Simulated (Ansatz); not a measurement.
# CH8AlBSi: small, medium and large basis sets

One table from this session's results is given with a row withheld; the runs are named, their logs left out.

Method: one geometry, several basis sets; program: Ansatz 0.2.0, Gaussian basis.

Plan: PBE0-D4/def2-SVP; ωB97M-V/def2-SVP; PBE0-D4/def2-QZVPP; ωB97M-V/def2-QZVPP; the functionals' def2-TZVPP values are taken from earlier runs.

1 further run of the same task is left out (it didn't finish).

## The relaxed structure

The geometry comes from an earlier relaxation with PBE0-D4 in a triple-zeta def2 set; it is a stationary point, not always the lowest conformer.

SMILES `[AlH2][CH2]B[SiH3]`, 12 atoms, charge 0, spin multiplicity 1.

Atoms are counted from 1 here; the program's logs count them from 0.

Bond lengths: Al1–C2 1.996 Å, Al1–H5 1.582 Å, Al1–H6 1.582 Å, C2–B3 1.503 Å, C2–H7 1.099 Å, C2–H8 1.092 Å, B3–Si4 2.018 Å, B3–H9 1.203 Å, Si4–H10 1.494 Å, Si4–H11 1.492 Å, Si4–H12 1.492 Å. Angles: C2–Al1–H5 119.1°, C2–Al1–H6 118.5°, H5–Al1–H6 122.1°, Al1–C2–B3 99.5°, Al1–C2–H7 97.0°, Al1–C2–H8 105.0°, B3–C2–H7 117.4°, B3–C2–H8 119.8°, H7–C2–H8 113.0°, C2–B3–Si4 123.2°, C2–B3–H9 119.0°, Si4–B3–H9 117.4°, B3–Si4–H10 110.6°, B3–Si4–H11 110.4°, B3–Si4–H12 113.6°, H10–Si4–H11 106.8°, H10–Si4–H12 107.4°, H11–Si4–H12 107.9°.

Set-up of the first run:

Contents of in.yaml:

```yaml
crystal:
  periodic: [false, false, false]
  atoms:
    - {symbol: Al, position_ang: [-1.472634, 1.062446, 0.764564]}
    - {symbol: C, position_ang: [-1.183456, -0.685828, -0.154756]}
    - {symbol: B, position_ang: [0.238774, -0.950487, 0.254599]}
    - {symbol: Si, position_ang: [1.827426, -0.090748, -0.645211]}
    - {symbol: H, position_ang: [-0.725535, 2.348585, 0.226275]}
    - {symbol: H, position_ang: [-2.536243, 1.134385, 1.933970]}
    - {symbol: H, position_ang: [-1.356192, -0.328096, -1.179519]}
    - {symbol: H, position_ang: [-1.982812, -1.333032, 0.211647]}
    - {symbol: H, position_ang: [0.449621, -1.616991, 1.233803]}
    - {symbol: H, position_ang: [2.518437, 0.845137, 0.292360]}
    - {symbol: H, position_ang: [2.827614, -1.126632, -1.035734]}
    - {symbol: H, position_ang: [1.472099, 0.686162, -1.868197]}
basis:
  gaussian: {orbitals: def2-SVP}
hamiltonian: {xc: pbe0, dispersion: d4}
output: {orbitals: {seedname: orbitals}}
```

On the command line:

```
$ ansatz run in.yaml --threads 2 --pin off --events-out ev --progress --plain --max-ram 4352MiB
```

Among the steps run: PBE0-D4 in def2-SVP; ωB97M-V in def2-SVP; PBE0-D4 in def2-QZVPP; ωB97M-V in def2-QZVPP.

One table of the session follows, with a row left open; its other results are not shown here.

It belongs to the step «Functionals by basis». 

| functional | basis | HOMO (eV) | LUMO (eV) |
| --- | --- | --- | --- |
| PBE0-D4 | def2-SVP | -7.83 | -2.31 |
| PBE0-D4 | def2-TZVPP | -7.83 | -2.31 |
| PBE0-D4 | def2-QZVPP | -7.83 | -2.31 |
| ωB97M-V | def2-SVP | ? | ? |
| ωB97M-V | def2-TZVPP | -9.99 | -0.56 |
| ωB97M-V | def2-QZVPP | -10.00 | -0.62 |

**Question.** Estimate the row for ωB97M-V, def2-SVP.

**Answer.** HOMO (eV): -9.95; LUMO (eV): -0.50. In the column «HOMO (eV)» it lies between ωB97M-V, def2-TZVPP (-9.99) and PBE0-D4, def2-SVP (-7.83).
